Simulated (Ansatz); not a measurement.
**BrH₃SeSi: a ladder of functionals and wavefunction methods**

How much do the methods differ for BrH₃SeSi? The plan is to run it at one geometry with functionals of several rungs and with coupled cluster. The yardstick is the atomisation energy at the CCSD(T) limit.

The runs use Ansatz 0.2.0, Gaussian basis; functionals in def2-TZVPP, the program's frozen cores in correlated methods.

Levels to be run: LDA (SPW92), PBE-D4, revPBE-D4, BLYP-D4, r2SCAN-D4, B97M-V, PBE0-D4, B3LYP-D4, r2SCANh-D4, r2SCAN0-D4, HSE06-D4, BHLYP-D4, CAM-B3LYP-D4, LC-ωPBE, ωB97X-V, ωB97M-V, B2PLYP, PBE-QIDH; CCSD(T)/def2-SVP; CCSD(T)/def2-TZVPP; MP2/def2-QZVPP; extrapolation to the limit; RPA on PBE.

## 1. The geometry

An earlier PBE0-D4 in a triple-zeta def2 set relaxation fixed the geometry.

6 atoms, charge 0, spin multiplicity 1.

Atoms are counted from 1 here; the program's logs count them from 0.

Bond lengths: Se1–Si2 2.263 Å, Se1–H4 1.469 Å, Si2–Br3 2.221 Å, Si2–H5 1.479 Å, Si2–H6 1.479 Å. Angles: Si2–Se1–H4 92.5°, Se1–Si2–Br3 113.4°, Se1–Si2–H5 111.1°, Se1–Si2–H6 105.5°, Br3–Si2–H5 106.5°, Br3–Si2–H6 108.3°, H5–Si2–H6 112.0°.

## 2. LDA

This LDA is Slater exchange with PW92 correlation.

in.yaml reads:

```yaml
crystal:
  periodic: [false, false, false]
  atoms:
    - {symbol: Se, position_ang: [-1.271578, -1.303086, -0.149156]}
    - {symbol: Si, position_ang: [0.439357, 0.105064, 0.309048]}
    - {symbol: Br, position_ang: [-0.175592, 2.236744, 0.413643]}
    - {symbol: H, position_ang: [-1.380620, -0.824212, -1.533646]}
    - {symbol: H, position_ang: [1.491062, 0.020523, -0.726909]}
    - {symbol: H, position_ang: [0.939572, -0.299031, 1.640820]}
basis:
  gaussian: {orbitals: def2-TZVPP}
hamiltonian: {xc: lda}
output: {orbitals: {seedname: orbitals}}
```

Further steps of the session: PBE-D4 (GGA); revPBE-D4 (GGA); BLYP-D4 (GGA); r2SCAN-D4 (meta-GGA); B97M-V (meta-GGA); PBE0-D4 (hybrid); B3LYP-D4 (hybrid); r2SCANh-D4 (hybrid); r2SCAN0-D4 (hybrid); HSE06-D4 (hybrid); BHLYP-D4 (hybrid); CAM-B3LYP-D4 (range-separated); LC-ωPBE (range-separated); ωB97X-V (range-separated); ωB97M-V (range-separated); B2PLYP (double hybrid); PBE-QIDH (double hybrid); CCSD(T) in def2-SVP; CCSD(T) in def2-TZVPP; MP2 in def2-QZVPP; RPA on PBE orbitals.

Q: Predict the results of all the runs planned. Wanted: atomisation energy, CCSD(T)/CBS; farthest beyond LDA; mean size of error, GGA; mean size of error, meta-GGA; mean size of error, hybrid; mean size of error, range-separated; mean size of error, double hybrid; gap, smallest and largest; T1 diagnostic.

**Answer**, as computed:

| quantity | value |
| --- | --- |
| atomisation energy, CCSD(T)/CBS | 17.149 eV |
| functionals within 0.171 eV (1.0 %) | r2SCAN-D4, ωB97X-V |
| farthest beyond LDA | LC-ωPBE (-0.681 eV) |
| mean size of error, GGA | 0.437 eV |
| mean size of error, meta-GGA | 0.144 eV |
| mean size of error, hybrid | 0.354 eV |
| mean size of error, range-separated | 0.363 eV |
| mean size of error, double hybrid | 0.458 eV |
| gap, smallest and largest | 4.77 eV (BLYP-D4), 11.70 eV (LC-ωPBE) |
| T1 diagnostic | 0.0083 |
| triples share of the correlation energy | 3.5 % |

In words: LDA overbinds by 1.999 eV (12 %). PBE-D4 is off by -0.221 eV. Double hybrids carry the basis error of their MP2 part in triple zeta, and no dispersion term here, so their miss is partly the set-up's. By mean error the best rung here is meta-GGA (0.144 eV) and the worst beyond LDA is double hybrid (0.458 eV). The reference freezes the cores and leaves out relativity and excitations past (T), and its outer-core shells are covered unevenly, so misses under about 0.171 eV can't be ranked. All levels share the lack of spin-orbit coupling, which lowers the free heavy atoms and so the true binding. Hartree-Fock recovers 72 % of the binding; the rest is correlation. CCSD(T) in def2-SVP is off by -1.652 eV, worse than the median functional, from the basis alone. Orbital gaps span 4.8 to 11.7 eV; exact exchange widens them. Correlated methods include outer-core shells of Br, Se, which these sets cover unevenly.
